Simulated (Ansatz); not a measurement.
# CH5ClO2Sn: basis-set convergence

Aim: see how fast density functionals converge with the basis set for CH5ClO2Sn.

Computed with Ansatz 0.2.0, Gaussian basis. Level: one geometry, several basis sets.

Plan: PBE0-D4/def2-SVP; ωB97M-V/def2-SVP; PBE0-D4/def2-QZVPP; ωB97M-V/def2-QZVPP; the functionals' def2-TZVPP values are taken from earlier runs.

### 1 The geometry

All runs share one geometry, relaxed beforehand with PBE0-D4 in a triple-zeta def2 set. Sn takes the def2 core potential; no spin-orbit term is included.

SMILES `[CH3][Sn]([OH])([OH])[Cl]`, 10 atoms, charge 0, spin multiplicity 1.

Atoms are counted from 1 here; the program's logs count them from 0.

Bond lengths: C1–Sn2 2.108 Å, C1–H6 1.089 Å, C1–H7 1.088 Å, C1–H8 1.089 Å, Sn2–O3 1.953 Å, Sn2–O4 1.947 Å, Sn2–Cl5 2.334 Å, O3–H9 0.961 Å, O4–H10 0.961 Å. Angles: Sn2–C1–H6 108.8°, Sn2–C1–H7 109.2°, Sn2–C1–H8 108.6°, H6–C1–H7 110.1°, H6–C1–H8 110.0°, H7–C1–H8 110.1°, C1–Sn2–O3 114.7°, C1–Sn2–O4 108.7°, C1–Sn2–Cl5 113.2°, O3–Sn2–O4 107.4°, O3–Sn2–Cl5 103.9°, O4–Sn2–Cl5 108.6°, Sn2–O3–H9 112.2°, Sn2–O4–H10 113.4°.

Coordinates:

```xyz
10
CH5ClO2Sn
C    -1.4617   -0.7274   -0.4485
Sn    0.2946    0.2991    0.1024
O     1.3484   -0.5777    1.4940
O     1.4334    0.4768   -1.4669
Cl   -0.1186    2.4277    0.9667
H    -1.8416   -0.2991   -1.3746
H    -2.2010   -0.6233    0.3435
H    -1.2182   -1.7786   -0.5973
H     1.5172    0.0025    2.2414
H     2.3308    0.7489   -1.2579
```

### 2 PBE0-D4 in def2-SVP

in.yaml

```yaml
crystal:
  periodic: [false, false, false]
  atoms:
    - {symbol: C, position_ang: [-1.461659, -0.727371, -0.448459]}
    - {symbol: Sn, position_ang: [0.294587, 0.299142, 0.102407]}
    - {symbol: O, position_ang: [1.348376, -0.577670, 1.494025]}
    - {symbol: O, position_ang: [1.433358, 0.476761, -1.466851]}
    - {symbol: Cl, position_ang: [-0.118576, 2.427657, 0.966685]}
    - {symbol: H, position_ang: [-1.841634, -0.299088, -1.374575]}
    - {symbol: H, position_ang: [-2.201011, -0.623333, 0.343517]}
    - {symbol: H, position_ang: [-1.218243, -1.778623, -0.597270]}
    - {symbol: H, position_ang: [1.517239, 0.002508, 2.241422]}
    - {symbol: H, position_ang: [2.330764, 0.748919, -1.257900]}
basis:
  gaussian: {orbitals: def2-SVP}
hamiltonian: {xc: pbe0, dispersion: d4}
output: {orbitals: {seedname: orbitals}}
```

On the command line:

```
$ ansatz run in.yaml --threads 4 --pin off --events-out ev --progress --plain --max-ram 10444MiB
```

After this run come: ωB97M-V in def2-SVP; PBE0-D4 in def2-QZVPP; ωB97M-V in def2-QZVPP.

Q: Predict the results of all the runs planned. Wanted: PBE0-D4: double and triple zeta above quadruple; ωB97M-V: double and triple zeta above quadruple.

The runs gave:

| quantity | value |
| --- | --- |
| PBE0-D4: double and triple zeta above quadruple | 12.17, 0.76 eV |
| ωB97M-V: double and triple zeta above quadruple | 12.31, 0.73 eV |

What this shows: For PBE0-D4 the step from double to triple zeta gains 11.41 eV and the next only 0.76 eV. These are total energies; as a rule much of such shifts cancels in differences, which this series doesn't test. The LUMO of ωB97M-V is positive and keeps falling with the basis (1.22 to 0.47 eV): an unbound level that the basis holds in place.
